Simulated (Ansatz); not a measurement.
# CH₅FOSi₂: a ladder of functionals and wavefunction methods

Aim: compute CH₅FOSi₂ with functionals from several rungs and with coupled cluster. The yardstick is the atomisation energy at the CCSD(T) limit.

Program: Ansatz 0.2.0, Gaussian basis. Level of theory: functionals in def2-TZVPP, the program's frozen cores in correlated methods. These are calculated values, not measurements.

Levels to be run: LDA (SPW92), PBE-D4, revPBE-D4, BLYP-D4, r2SCAN-D4, B97M-V, PBE0-D4, B3LYP-D4, r2SCANh-D4, r2SCAN0-D4, HSE06-D4, BHLYP-D4, CAM-B3LYP-D4, LC-ωPBE, ωB97X-V, ωB97M-V, B2PLYP, PBE-QIDH; CCSD(T)/def2-SVP; CCSD(T)/def2-TZVPP; MP2/def2-QZVPP; extrapolation to the limit; RPA on PBE.

## (1) Structure used throughout

An earlier PBE0-D4 in a triple-zeta def2 set relaxation fixed the geometry.

SMILES `F[Si@@H]1O[C@H]1[SiH3]`, 10 atoms, charge 0, spin multiplicity 1.

Atoms are counted from 1 here; the program's logs count them from 0.

Bond lengths: F1–Si2 1.583 Å, Si2–O3 1.633 Å, Si2–C4 1.795 Å, Si2–H6 1.469 Å, O3–C4 1.530 Å, C4–Si5 1.867 Å, C4–H7 1.091 Å, Si5–H8 1.486 Å, Si5–H9 1.487 Å, Si5–H10 1.486 Å. Angles: F1–Si2–O3 117.9°, F1–Si2–C4 121.6°, F1–Si2–H6 107.7°, O3–Si2–C4 52.8°, O3–Si2–H6 119.4°, C4–Si2–H6 127.0°, Si2–O3–C4 69.1°, Si2–C4–O3 58.2°, Si2–C4–Si5 125.3°, Si2–C4–H7 116.4°, O3–C4–Si5 113.5°, O3–C4–H7 110.3°, Si5–C4–H7 116.4°, C4–Si5–H8 111.2°, C4–Si5–H9 108.4°, C4–Si5–H10 109.2°, H8–Si5–H9 109.4°, H8–Si5–H10 109.1° and more.

## (2) LDA

This LDA is Slater exchange with PW92 correlation.

File in.yaml:

```yaml
crystal:
  periodic: [false, false, false]
  atoms:
    - {symbol: F, position_ang: [-2.526602, 0.481051, -1.694628]}
    - {symbol: Si, position_ang: [-1.142744, 0.747989, -0.973208]}
    - {symbol: O, position_ang: [0.185742, 0.012594, -1.573538]}
    - {symbol: C, position_ang: [-0.203913, -0.582706, -0.218673]}
    - {symbol: Si, position_ang: [1.108402, -0.370226, 1.092501]}
    - {symbol: H, position_ang: [-1.084226, 2.175865, -0.632955]}
    - {symbol: H, position_ang: [-0.602369, -1.590380, -0.347711]}
    - {symbol: H, position_ang: [2.349512, -1.104479, 0.734408]}
    - {symbol: H, position_ang: [0.575664, -0.895821, 2.377845]}
    - {symbol: H, position_ang: [1.423634, 1.074913, 1.238959]}
basis:
  gaussian: {orbitals: def2-TZVPP}
hamiltonian: {xc: lda}
output: {orbitals: {seedname: orbitals}}
```

Started as:

```console
$ ansatz run in.yaml --threads 4 --pin off --events-out ev --progress --plain --max-ram 10444MiB
```

After this run come: PBE-D4 (GGA); revPBE-D4 (GGA); BLYP-D4 (GGA); r2SCAN-D4 (meta-GGA); B97M-V (meta-GGA); B3LYP-D4 (hybrid); r2SCANh-D4 (hybrid); r2SCAN0-D4 (hybrid); HSE06-D4 (hybrid); BHLYP-D4 (hybrid); CAM-B3LYP-D4 (range-separated); LC-ωPBE (range-separated); ωB97X-V (range-separated); ωB97M-V (range-separated); B2PLYP (double hybrid); PBE-QIDH (double hybrid); CCSD(T) in def2-SVP; CCSD(T) in def2-TZVPP; MP2 in def2-QZVPP; RPA on PBE orbitals.

**Question.** What will the summary of the whole plan be? Wanted: atomisation energy, CCSD(T)/CBS; farthest beyond LDA; mean size of error, GGA; mean size of error, meta-GGA; mean size of error, hybrid; mean size of error, range-separated; mean size of error, double hybrid; gap, smallest and largest; T1 diagnostic.

As calculated:

```
                               quantity                                              value
        atomisation energy, CCSD(T)/CBS                                      3596.5 kJ/mol
 functionals within 18.0 kJ/mol (0.5 %)  r2SCAN-D4, B97M-V, CAM-B3LYP-D4, ωB97X-V, ωB97M-V
                    farthest beyond LDA                           BHLYP-D4 (-134.9 kJ/mol)
                mean size of error, GGA                                        38.9 kJ/mol
           mean size of error, meta-GGA                                         1.2 kJ/mol
             mean size of error, hybrid                                        58.5 kJ/mol
    mean size of error, range-separated                                        11.4 kJ/mol
      mean size of error, double hybrid                                        55.0 kJ/mol
              gap, smallest and largest          5.51 eV (LDA (SPW92)), 12.63 eV (LC-ωPBE)
                          T1 diagnostic                                             0.0136
triples share of the correlation energy                                              3.6 %
```

What this shows: The LDA atomisation energy is off by 496.6 kJ/mol (14 %): it overbinds. PBE-D4 misses by +26.2 kJ/mol. Double hybrids carry the basis error of their MP2 part in triple zeta, and no dispersion term here, so their miss is partly the set-up's. The rungs meta-GGA, range-separated miss on average by less than the doubt on the reference (18.0 kJ/mol), so they tie. Misses under about 18.0 kJ/mol are within the doubt on the reference itself, which lacks core-valence correlation, relativity and higher excitations. Hartree-Fock recovers 72 % of the binding; the rest is correlation. CCSD(T) in def2-SVP is off by -290.5 kJ/mol, worse than the median functional, from the basis alone. Orbital gaps span 5.5 to 12.6 eV; exact exchange widens them.
